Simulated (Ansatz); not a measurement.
# Ti: the cost of one run

Computed with Ansatz 0.2.0 (DFT PBEsol, scalar-relativistic, unless a step's input says otherwise).

### Step 1. Starting point

Symmetry: P6_3/mmc, No. 194, hexagonal system. Conventional cell: a = 2.950 Å, b = 2.950 Å, c = 4.686 Å, α = 90.00°, β = 90.00°, γ = 120.00°. Around Ti (site symmetry -6m2) lie 12 Ti at 2.90 to 2.95 Å.

Coordinates:

```
CELL_PARAMETERS angstrom
2.95000 0.00000 0.00000
-1.47500 2.55477 0.00000
0.00000 0.00000 4.68600
ATOMIC_POSITIONS crystal
Ti 0.33333 0.66667 0.25000
Ti 0.66667 0.33333 0.75000
```

Atoms are numbered in the order of the input: Ti1, Ti2.

### Step 2. Volume × 0.94, LAPW

File input.yaml:

```yaml
crystal:
  lattice:
    - [2.8897769248, 0.0, 0.0]
    - [-1.4448884624, 2.5026202281, 0.0]
    - [0.0, 0.0, 4.5903405054]
  atoms:
    - { symbol: Ti, position: [0.3333333333, 0.6666666667, 0.25] }
    - { symbol: Ti, position: [0.6666666667, 0.3333333333, 0.75] }
kpoints:
  mp_grid: { grid: [14, 14, 8] }
  band_path:
    path:
      - [0.0, 0.0, 0.0]
      - [0.5, 0.0, 0.0]
      - [0.3333333333, 0.3333333333, 0.0]
      - [0.0, 0.0, 0.0]
      - [0.0, 0.0, 0.5]
      - [0.5, 0.0, 0.5]
      - [0.3333333333, 0.3333333333, 0.5]
      - [0.0, 0.0, 0.5]
      - [0.5, 0.0, 0.5]
    npoints: 5
scf:
  occupations: { method: fermi_dirac, width: 0.05 }
hamiltonian:
  xc: pbesol
  pseudopotentials: { kind: all_electron, lapw: { basis_error: 0.00025 } }
output:
  forces: true
  stress: true
  eigenvalues: true
```

Started as:

```bash
$ ansatz run input.yaml --threads 1 --pin off --max-ram 3072MiB --backend cpu --events-out ev --progress --plain --runs-dir out
```

What time and memory should one allow on 1 thread of Arm Neoverse V1, shared host?

About 21 s, with a peak of 0.42 GiB.
